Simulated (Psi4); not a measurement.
# r2SCAN/6-31G(d) (density fitting, Cartesian functions, sweep point 6) run of CH5BClNO (SMILES NB(Cl)CO)

We compute energy and gradient of CH5BClNO. Input form: a Python script.

The results are computed with Psi4 1.11.

7 further runs of the same task are left out: 1 that didn't finish, 6 set aside as unsound or not needed.

## 1. The molecule

CH5BClNO has 10 atoms, charge 0, and is taken as a singlet. SMILES: `NB(Cl)CO`. The coordinates come from a PBE0-D4/def2-TZVP relaxation. This is a higher conformer, about 10 kJ/mol above the lowest found by a separate search.

Bond lengths: N1–B2 1.386 Å, B2–Cl3 1.784 Å, B2–C4 1.577 Å, C4–O5 1.413 Å, N1–H6 1.005 Å, N1–H7 1.006 Å, C4–H8 1.096 Å, C4–H9 1.105 Å, O5–H10 0.962 Å. Some angles: N1–B2–Cl3 118.3°, N1–B2–C4 123.5°, Cl3–B2–C4 118.2°, B2–C4–O5 116.0°, B2–N1–H6 123.2°, B2–N1–H7 122.4°, B2–C4–H8 109.8°, B2–C4–H9 107.4°, O5–C4–H8 107.3°, O5–C4–H9 110.4°.

## 2. Energy and gradient at r2SCAN/6-31G(d) (density fitting, Cartesian functions, sweep point 6)

File ch5bclno.py:

```python
import psi4

psi4.set_memory('1600 MB')
psi4.set_num_threads(1)
psi4.set_output_file('ch5bclno.out', False)

geom = psi4.geometry("""
0 1
N     -1.481300     0.770100     0.263800
B     -0.131200     0.458300     0.272600
Cl     0.978400     1.531400     1.166200
C      0.484800    -0.764800    -0.509200
O      1.724500    -1.243900    -0.030200
H     -1.860400     1.585400     0.713900
H     -2.164100     0.196600    -0.201200
H     -0.217400    -1.606600    -0.495200
H      0.570000    -0.469000    -1.570200
H      2.179800    -0.508700     0.392200
units angstrom
symmetry c1
""")

psi4.set_options({
    'basis': '6-31G*',
    'scf_type': 'df',
    'diis_max_vecs': 4,
})

energy_value, wavefunction = psi4.gradient('r2scan', molecule=geom, return_wfn=True)
print('gradient / Eh bohr^-1')
print(energy_value.np.round(6))
print(f'energy = {wavefunction.energy():.10f} Eh')
for k, v in sorted(psi4.core.scalar_variables().items()):
    print(f'{k:45s} {v:18.10f}')
```

Started as:

```bash
$ python ch5bclno.py
```

ch5bclno.out:

```text
Psi4 1.11 release

gradient() will perform analytic gradient computation.

   => Loading Basis Set <=

    Name: 6-31G*
    Role: ORBITAL
    Keyword: BASIS

         ---------------------------------------------------------
                                   SCF
                              RKS Reference
                        1 Threads,   1525 MiB Core
         ---------------------------------------------------------

  ==> Geometry <==

    Molecular point group: c1
    Full point group: C1

    Geometry (in Angstrom), charge = 0, multiplicity = 1:

       Center              X                  Y                   Z               Mass
    ------------   -----------------  -----------------  -----------------  -----------------
         N           -1.953517139682     0.345455962091    -0.163149203176    14.003074004430
         B           -0.603417139682     0.033655962091    -0.154349203176    11.009305360000
         CL           0.506182860318     1.106755962091     0.739250796824    34.968852682000
         C            0.012582860318    -1.189444037909    -0.936149203176    12.000000000000
         O            1.252282860318    -1.668544037909    -0.457149203176    15.994914619570
         H           -2.332617139682     1.160755962091     0.286950796824     1.007825032230
         H           -2.636317139682    -0.228044037909    -0.628149203176     1.007825032230
         H           -0.689617139682    -2.031244037909    -0.922149203176     1.007825032230
         H            0.097782860318    -0.893644037909    -1.997149203176     1.007825032230
         H            1.707582860318    -0.933344037909    -0.034749203176     1.007825032230

  Running in c1 symmetry.

  Rotational constants: A =      0.15696  B =      0.10861  C =      0.06568 [cm^-1]
  Rotational constants: A =   4705.42378  B =   3255.94978  C =   1968.94283 [MHz]
  Nuclear repulsion =  209.056385076964602

  Charge       = 0
  Multiplicity = 1
  Electrons    = 48
  Nalpha       = 24
  Nbeta        = 24

  ==> Algorithm <==

  SCF Algorithm Type is DF.
  DIIS enabled.
  MOM disabled.
  Fractional occupation disabled.
  Guess Type is SAD.
  Energy threshold   = 1.00e-08
  Density threshold  = 1.00e-08
  Integral threshold = 1.00e-12

  ==> Primary Basis <==

  Basis Set: 6-31G*
    Blend: 6-31G*
    Number of shells: 42
    Number of basis functions: 89
    Number of Cartesian functions: 89
    Spherical Harmonics?: false
    Max angular momentum: 2

  ==> DFT Potential <==

   => LibXC <=

    Version 7.1.2

   => Composite Functional: R2SCAN <=

    r2SCAN Meta-GGA XC Functional  (0.1021/acs.jpclett.0c02405)

    Deriv               =              1
    GGA                 =           TRUE
    Meta                =           TRUE

    Exchange Hybrid     =          FALSE
    MP2 Hybrid          =          FALSE

   => Exchange Functionals <=

    1.0000   XC_MGGA_X_R2SCAN

   => Correlation Functionals <=

    1.0000   XC_MGGA_C_R2SCAN

   => LibXC Density Thresholds  <==

    XC_MGGA_C_R2SCAN:  1.00E-15
    XC_MGGA_X_R2SCAN:  1.00E-11

   => Molecular Quadrature <=

    Radial Scheme          =       TREUTLER
    Pruning Scheme         =           NONE
    Nuclear Scheme         =       TREUTLER

    Blocking Scheme        =         OCTREE
    BS radius alpha        =              1
    Pruning alpha          =              1
    Radial Points          =             75
    Spherical Points       =            302
    Total Points           =         212436
    Total Blocks           =           1634
    Max Points             =            255
    Max Functions          =             88
    Weights Tolerance      =       1.00E-15

   => Loading Basis Set <=

    Name: (6-31G* AUX)
    Role: JKFIT
    Keyword: DF_BASIS_SCF

  ==> Integral Setup <==

  DFHelper Memory: AOs need 0.038 GiB; user supplied 0.038 GiB.
  SCF_SUBTYPE=INCORE selected. In-core MEM_DF algorithm will be used.
  Using in-core AOs.

  ==> MemDFJK: Density-Fitted J/K Matrices <==

    J tasked:                   Yes
    K tasked:                    No
    wK tasked:                   No
    Memory [MiB]:                38
    Algorithm:                 Core
    Schwarz Cutoff:           1E-12
    Mask sparsity (%):       1.2877
    Fitting Condition:        1E-10

   => Auxiliary Basis Set <=

  Basis Set: (6-31G* AUX)
    Blend: CC-PVDZ-JKFIT
    Number of shells: 177
    Number of basis functions: 579
    Number of Cartesian functions: 579
    Spherical Harmonics?: false
    Max angular momentum: 3

  Cached 50.0% of DFT collocation blocks in 0.558 [GiB].

  Minimum eigenvalue in the overlap matrix is 5.3706994758E-03.
  Reciprocal condition number of the overlap matrix is 7.8194692662E-04.
    Using symmetric orthogonalization.

  ==> Pre-Iterations <==

  SCF Guess: Superposition of Atomic Densities via on-the-fly atomic UHF (no occupation information).

   -------------------------
    Irrep   Nso     Nmo
   -------------------------
     A         89      89
   -------------------------
    Total      89      89
   -------------------------

  ==> Iterations <==

                           Total Energy        Delta E     RMS |[F,P]|

   @DF-RKS iter SAD:  -655.61060186080817   -6.55611e+02   0.00000e+00
   @DF-RKS iter   1:  -655.67708561752988   -6.64838e-02   1.04025e-02 DIIS/ADIIS
   @DF-RKS iter   2:  -655.24547143074210    4.31614e-01   1.46702e-02 DIIS/ADIIS
   @DF-RKS iter   3:  -656.03693560437682   -7.91464e-01   1.97536e-03 DIIS/ADIIS
   @DF-RKS iter   4:  -656.05243229258576   -1.54967e-02   6.56590e-04 DIIS/ADIIS
   @DF-RKS iter   5:  -656.05395012840211   -1.51784e-03   1.92453e-04 DIIS/ADIIS
   @DF-RKS iter   6:  -656.05409844707822   -1.48319e-04   4.14125e-05 DIIS
   @DF-RKS iter   7:  -656.05410534213115   -6.89505e-06   1.07793e-05 DIIS
   @DF-RKS iter   8:  -656.05410538491151   -4.27804e-08   1.08523e-05 DIIS
   @DF-RKS iter   9:  -656.05410575892063   -3.74009e-07   1.67871e-06 DIIS
   @DF-RKS iter  10:  -656.05410576540953   -6.48890e-09   1.04370e-06 DIIS
   @DF-RKS iter  11:  -656.05410576913823   -3.72870e-09   3.90316e-07 DIIS
   @DF-RKS iter  12:  -656.05410576970849   -5.70253e-10   1.59004e-07 DIIS
   @DF-RKS iter  13:  -656.05410576978545   -7.69660e-11   7.93251e-08 DIIS
   @DF-RKS iter  14:  -656.05410576979182   -6.36646e-12   6.62272e-08 DIIS
   @DF-RKS iter  15:  -656.05410576980466   -1.28466e-11   2.05816e-08 DIIS
   @DF-RKS iter  16:  -656.05410576980603   -1.36424e-12   1.14328e-08 DIIS
   @DF-RKS iter  17:  -656.05410576980739   -1.36424e-12   4.05115e-09 DIIS
  Energy and wave function converged.

  ==> Post-Iterations <==

   Electrons on quadrature grid:
      Ntotal   =   48.0000136064 ; deviation = 1.361e-05

    Orbital Energies [Eh]
    ---------------------

    Doubly Occupied:

       1A   -101.197022     2A    -18.955269     3A    -14.195088
       4A    -10.071520     5A     -9.361348     6A     -7.104378
       7A     -7.098917     8A     -7.098116     9A     -6.673329
      10A     -0.969643    11A     -0.859810    12A     -0.786780
      13A     -0.644324    14A     -0.503518    15A     -0.500937
      16A     -0.449728    17A     -0.412488    18A     -0.396906
      19A     -0.357073    20A     -0.322526    21A     -0.292692
      22A     -0.275644    23A     -0.266689    24A     -0.214925

    Virtual:

      25A     -0.002483    26A      0.066091    27A      0.072058
      28A      0.110103    29A      0.136290    30A      0.156903
      31A      0.165401    32A      0.210971    33A      0.271751
      34A      0.302832    35A      0.392637    36A      0.442693
      37A      0.451628    38A      0.494651    39A      0.506450
      40A      0.513685    41A      0.543396    42A      0.591201
      43A      0.661013    44A      0.674132    45A      0.702032
      46A      0.733424    47A      0.763285    48A      0.813290
      49A      0.837911    50A      0.847838    51A      0.853273
      52A      0.878545    53A      0.883095    54A      0.904861
      55A      0.930349    56A      0.975087    57A      1.023826
      58A      1.051796    59A      1.079037    60A      1.168634
      61A      1.170775    62A      1.292438    63A      1.301083
      64A      1.349785    65A      1.394797    66A      1.542370
      67A      1.602917    68A      1.638841    69A      1.657104
      70A      1.765931    71A      1.799664    72A      1.869107
      73A      1.907856    74A      2.101999    75A      2.132856
      76A      2.217425    77A      2.260034    78A      2.280042
      79A      2.407096    80A      2.468119    81A      2.585107
      82A      2.660741    83A      2.708042    84A      2.914589
      85A      3.596212    86A      3.843432    87A      3.967206
      88A      4.412568    89A      4.470528

    Final Occupation by Irrep:
              A
    DOCC [    24 ]
    NA   [    24 ]
    NB   [    24 ]

  @DF-RKS Final Energy:  -656.05410576980739

   => Energetics <=

    Nuclear Repulsion Energy =            209.0563850769646024
    One-Electron Energy =               -1316.8655499468363814
    Two-Electron Energy =                 506.8059266159067420
    DFT Exchange-Correlation Energy =     -55.0508675158421923
    Empirical Dispersion Energy =           0.0000000000000000
    VV10 Nonlocal Energy =                  0.0000000000000000
    Total Energy =                       -656.0541057698073928

Computation Completed

Properties will be evaluated at   0.000000,   0.000000,   0.000000 [a0]

Properties computed using the SCF density matrix

 Multipole Moments:

 ------------------------------------------------------------------------------------
     Multipole            Electronic (a.u.)      Nuclear  (a.u.)        Total (a.u.)
 ------------------------------------------------------------------------------------

 L = 1.  Multiply by 2.5417464519 to convert [e a0] to [Debye]
 Dipole X            :          2.1642141           -3.4884773           -1.3242632
 Dipole Y            :          4.2267533           -3.7968638            0.4298895
 Dipole Z            :          3.3792671           -3.6204540           -0.2411869
 Magnitude           :                                                    1.4130283

 ------------------------------------------------------------------------------------

	total time  =         16 seconds =       0.27 minutes

         ------------------------------------------------------------
                                   SCF GRAD
         ------------------------------------------------------------

  ==> Geometry <==

    Molecular point group: c1
    Full point group: C1

    Geometry (in Angstrom), charge = 0, multiplicity = 1:

       Center              X                  Y                   Z               Mass
    ------------   -----------------  -----------------  -----------------  -----------------
         N           -1.953517139682     0.345455962091    -0.163149203176    14.003074004430
         B           -0.603417139682     0.033655962091    -0.154349203176    11.009305360000
         CL           0.506182860318     1.106755962091     0.739250796824    34.968852682000
         C            0.012582860318    -1.189444037909    -0.936149203176    12.000000000000
         O            1.252282860318    -1.668544037909    -0.457149203176    15.994914619570
         H           -2.332617139682     1.160755962091     0.286950796824     1.007825032230
         H           -2.636317139682    -0.228044037909    -0.628149203176     1.007825032230
         H           -0.689617139682    -2.031244037909    -0.922149203176     1.007825032230
         H            0.097782860318    -0.893644037909    -1.997149203176     1.007825032230
         H            1.707582860318    -0.933344037909    -0.034749203176     1.007825032230

  Nuclear repulsion =  209.056385076964631

  ==> Basis Set <==

  Basis Set: 6-31G*
    Blend: 6-31G*
    Number of shells: 42
    Number of basis functions: 89
    Number of Cartesian functions: 89
    Spherical Harmonics?: false
    Max angular momentum: 2

  ==> DFJKGrad: Density-Fitted SCF Gradients <==

    Gradient:                    1
    J tasked:                  Yes
    K tasked:                   No
    wK tasked:                  No
    Integrals threads:           1
    Memory [MiB]:             1144
    Schwarz Cutoff:          1E-12
    Fitting Condition:       1E-10

   => Auxiliary Basis Set <=

  Basis Set: (6-31G* AUX)
    Blend: CC-PVDZ-JKFIT
    Number of shells: 177
    Number of basis functions: 579
    Number of Cartesian functions: 579
    Spherical Harmonics?: false
    Max angular momentum: 3

  ==> DFT Potential <==

   => LibXC <=

    Version 7.1.2

   => Composite Functional: R2SCAN <=

    r2SCAN Meta-GGA XC Functional  (0.1021/acs.jpclett.0c02405)

    Deriv               =              1
    GGA                 =           TRUE
    Meta                =           TRUE

    Exchange Hybrid     =          FALSE
    MP2 Hybrid          =          FALSE

   => Exchange Functionals <=

    1.0000   XC_MGGA_X_R2SCAN

   => Correlation Functionals <=

    1.0000   XC_MGGA_C_R2SCAN

   => LibXC Density Thresholds  <==

    XC_MGGA_C_R2SCAN:  1.00E-15
    XC_MGGA_X_R2SCAN:  1.00E-11

   => Molecular Quadrature <=

    Radial Scheme          =       TREUTLER
    Pruning Scheme         =           NONE
    Nuclear Scheme         =       TREUTLER

    Blocking Scheme        =         OCTREE
    BS radius alpha        =              1
    Pruning alpha          =              1
    Radial Points          =             75
    Spherical Points       =            302
    Total Points           =         212436
    Total Blocks           =           1634
    Max Points             =            255
    Max Functions          =             88
    Weights Tolerance      =       1.00E-15

  -Total Gradient:
     Atom            X                  Y                   Z
    ------   -----------------  -----------------  -----------------
       1        0.000904537479    -0.000758740833    -0.000134023649
       2       -0.001147926776     0.002617942935     0.000481845447
       3       -0.003502626916    -0.004361390894    -0.003071988930
       4        0.001486110431    -0.003436746488    -0.000122607954
       5       -0.002289921060     0.010361939575     0.000515013409
       6        0.002424139816    -0.004101718249    -0.002271855981
       7        0.003512246272     0.002705679103     0.002263228099
       8        0.001440465549     0.002498865447     0.000290323419
       9        0.000290904059    -0.000710369009     0.003950929629
      10       -0.003085097133    -0.006352381349    -0.002496567486

	total time  =          1 seconds =       0.02 minutes
```

The script printed:

```text
gradient / Eh bohr^-1
[[ 0.000905 -0.000759 -0.000134]
 [-0.001148  0.002618  0.000482]
 [-0.003503 -0.004361 -0.003072]
 [ 0.001486 -0.003437 -0.000123]
 [-0.00229   0.010362  0.000515]
 [ 0.002424 -0.004102 -0.002272]
 [ 0.003512  0.002706  0.002263]
 [ 0.00144   0.002499  0.00029 ]
 [ 0.000291 -0.00071   0.003951]
 [-0.003085 -0.006352 -0.002497]]
energy = -656.0541057698 Eh
CURRENT ENERGY                                   -656.0541057698
CURRENT REFERENCE ENERGY                         -656.0541057698
DD SOLVATION ENERGY                                 0.0000000000
DFT FUNCTIONAL TOTAL ENERGY                      -656.0541057698
DFT TOTAL ENERGY                                 -656.0541057698
DFT VV10 ENERGY                                     0.0000000000
DFT XC ENERGY                                     -55.0508675158
GRID ELECTRONS ALPHA                               24.0000068032
GRID ELECTRONS BETA                                24.0000068032
GRID ELECTRONS TOTAL                               48.0000136064
NUCLEAR REPULSION ENERGY                          209.0563850770
ONE-ELECTRON ENERGY                             -1316.8655499468
PCM POLARIZATION ENERGY                             0.0000000000
PE ENERGY                                           0.0000000000
SCF ITERATION ENERGY                             -656.0541057698
SCF ITERATIONS                                     17.0000000000
SCF TOTAL ENERGY                                 -656.0541057698
TWO-ELECTRON ENERGY                               506.8059266159
XC GRID RADIAL POINTS                              75.0000000000
XC GRID SPHERICAL POINTS                          302.0000000000
XC GRID TOTAL POINTS                           212436.0000000000
```

Run time: 18 s. Hardware: 1 thread of Intel Xeon 6975P-C (Granite Rapids), shared host; peak memory 0.82 GiB.

## 3. Outcome

At r2SCAN/6-31G* (density fitting, Cartesian functions, sweep point 6):

| quantity | value |
| --- | --- |
| total energy | -656.05411 Eh |
| dipole moment | 3.59 D |
| HOMO energy | -5.85 eV |
| LUMO energy | -0.07 eV |
| HOMO–LUMO gap | 5.78 eV |
| largest force on an atom | 0.546 eV/Å |

**Reading.** The largest force is 0.55 eV/Å: the shape isn't a stationary point for this species at this level.
